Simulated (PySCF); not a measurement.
**The bond of VI, level by level**

The task here is to estimate one member of a computed series from the others.

Program: PySCF 2.14.0. Level of theory: V def2-TZVPP, I def2-TZVPP with ECP28, scalar-relativistic core potentials. These are calculated values, not measurements.

The first run:

A driver script around PySCF takes these settings:

* atoms: V, I
* charge: 0
* basis: V def2-TZVPP, I def2-TZVPP with ECP28
* Hamiltonian: scalar-relativistic core potentials
* basis functions: 114
* electrons treated: 48
* masses in u: 50.9440, 126.9045
* levels: PBE0, PBE, r²SCAN, PBEsol, PW91, LDA, BP86, ωB97X-V, HF, MP2, SCS-MP2
* grid: 80 radial by 434 angular points
* occupations: held fixed by the projection of orbital angular momentum
* dissociation limit: V + I, each in its ground configuration
* starting distance in angstrom: 2.540
* values of 2S to try: 0, 2, 4, 6

The run is started by

```sh
> OMP_NUM_THREADS=2 python dia.py task.json out
```

Steps of the session up to this table: Set-up; First curve: PBE0; Higher solutions at PBE0; PBE (GGA); r²SCAN (meta-GGA); PBEsol; PW91 (GGA); LDA (local density); BP86 (GGA); ωB97X-V (range-separated hybrid); UHF.

One table of the session follows, with a row left open; its other results are not shown here.

It belongs to the step «The curves together». Energy (eV) from each level's lowest point:

| R (Å) | UHF | UHF-MP2 | UHF-SCS-MP2 | LDA | PBE |
| --- | --- | --- | --- | --- | --- |
| 2.227 | 1.642 | 0.836 | 1.025 | 0.591 | 0.794 |
| 2.331 | 0.896 | 0.383 | 0.495 | 0.209 | 0.334 |
| 2.435 | ? | ? | ? | ? | ? |
| 2.512 | 0.202 | 0.029 | 0.055 | 0.000 | 0.015 |
| 2.590 | 0.070 | 0.000 | 0.000 | 0.024 | 0.000 |
| 2.668 | 0.005 | 0.022 | 0.000 | 0.091 | 0.032 |
| 2.771 | 0.000 | 0.110 | 0.065 | 0.226 | 0.128 |
| 2.901 | 0.084 | 0.284 | 0.216 | 0.441 | 0.301 |
| 3.056 | 0.267 | 0.550 | 0.460 | 0.731 | 0.550 |
| 3.263 | 0.582 | 0.942 | 0.832 | 1.123 | 0.900 |

Q: Estimate the row for R (Å) = 2.435 from the others.

Worked estimate for «UHF». A straight line through the neighbours (2.331, 0.896) and (2.512, 0.202) gives 0.896 + (0.202 − 0.896) × (2.435 − 2.331) / (2.512 − 2.331) = 0.497; a parabola fitted to 4 rows on both sides gives 0.410.

As computed: UHF: 0.423; UHF-MP2: 0.124; UHF-SCS-MP2: 0.181; LDA: 0.035; PBE: 0.094. In «UHF» the line misses by +0.074 and the parabola by -0.013.

To keep in mind: At some levels the lowest empty orbital lies below the highest filled one (the two can be of opposite spin).
